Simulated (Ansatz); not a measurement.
TaN, space group P-62m: a comparison of functionals at one structure, run with Ansatz 0.2.0 through its Python package.

`tan_xc.py`:
```python
from dataclasses import dataclass
import warnings

import ansatz as az
from tabulate import tabulate


@dataclass(frozen=True)
class Settings:
    kmesh: tuple[int, ...] = (6, 6, 9)
    smearing: str = "gaussian"


settings = Settings()


def main() -> None:
    warnings.simplefilter("ignore", az.DeckWarning)

    system = (
        az.Lattice.from_parameters(5.196, 5.196, 2.911, alpha=90, beta=90, gamma=120)
        .space_group(189)
        .atom("Ta", (1 / 3, 2 / 3, 0.5))
        .atom("Ta", (0.0, 0.0, 0.0))
        .atom("N", (0.39285, 0.0, 0.0))
    )

    job = system.calculation().kpoints(mesh=settings.kmesh).occupations(settings.smearing).forces().stress()

    rows = []
    for value in ["r2scan", "lda", "pbesol"]:
        rep = job.functional(value).run().report
        rows.append((value, rep["free_energy_ev"] / len(rep["lattice"]["sites"]), rep["n_iterations"], sum(rep["stress_gpa"][i][i] for i in range(3)) / 3, max(abs(f) for row in rep["forces_ev_ang"] for f in row), rep["n_kpoints"]))

    print(tabulate(rows, headers=["functional", "F/atom (eV)", "iterations", "P (GPa)", "max component (eV/A)", "k-points"], floatfmt=".4f", tablefmt="github"))


if __name__ == "__main__":
    main()
```

Which functional puts this cell under the lowest pressure, and which under the highest?

From lowest to highest: LDA (-10.0 GPa), PBEsol (-3.8 GPa) and r2SCAN (0.3 GPa). At a fixed cell a lower pressure usually means a smaller equilibrium volume, so LDA prefers the smallest cell and r2SCAN the largest.

The output:

```console
$ python tan_xc.py
| functional   |   F/atom (eV) |   iterations |   P (GPa) |   max component (eV/A) |   k-points |
|--------------|---------------|--------------|-----------|------------------------|------------|
| r2scan       |    -5165.9223 |            7 |    0.3025 |                 0.0304 |         35 |
| lda          |    -5029.6267 |            7 |   -9.9831 |                 0.0501 |         35 |
| pbesol       |    -5093.8283 |            7 |   -3.7791 |                 0.0174 |         35 |
```

What to keep in mind:
- The run is spin-unpolarised.
- For a metal this k-point mesh is coarse: on a finer one energies can move by several to tens of meV an atom and pressures by half a GPa or more, differences at one mesh by less.
- Pressure is positive in compression.
- Spin-orbit coupling, which matters for elements this heavy, is left out.
- The starting cell is as deposited in a crystallographic database; the results hold for this polymorph, which needn't be the stable one.
- Total energies of different functionals can't be compared; pressures, moments and gaps at this one structure can.
- Run time: 31 s on 1 thread of Arm Neoverse V1 (shared host), peak memory 0.54 GiB.
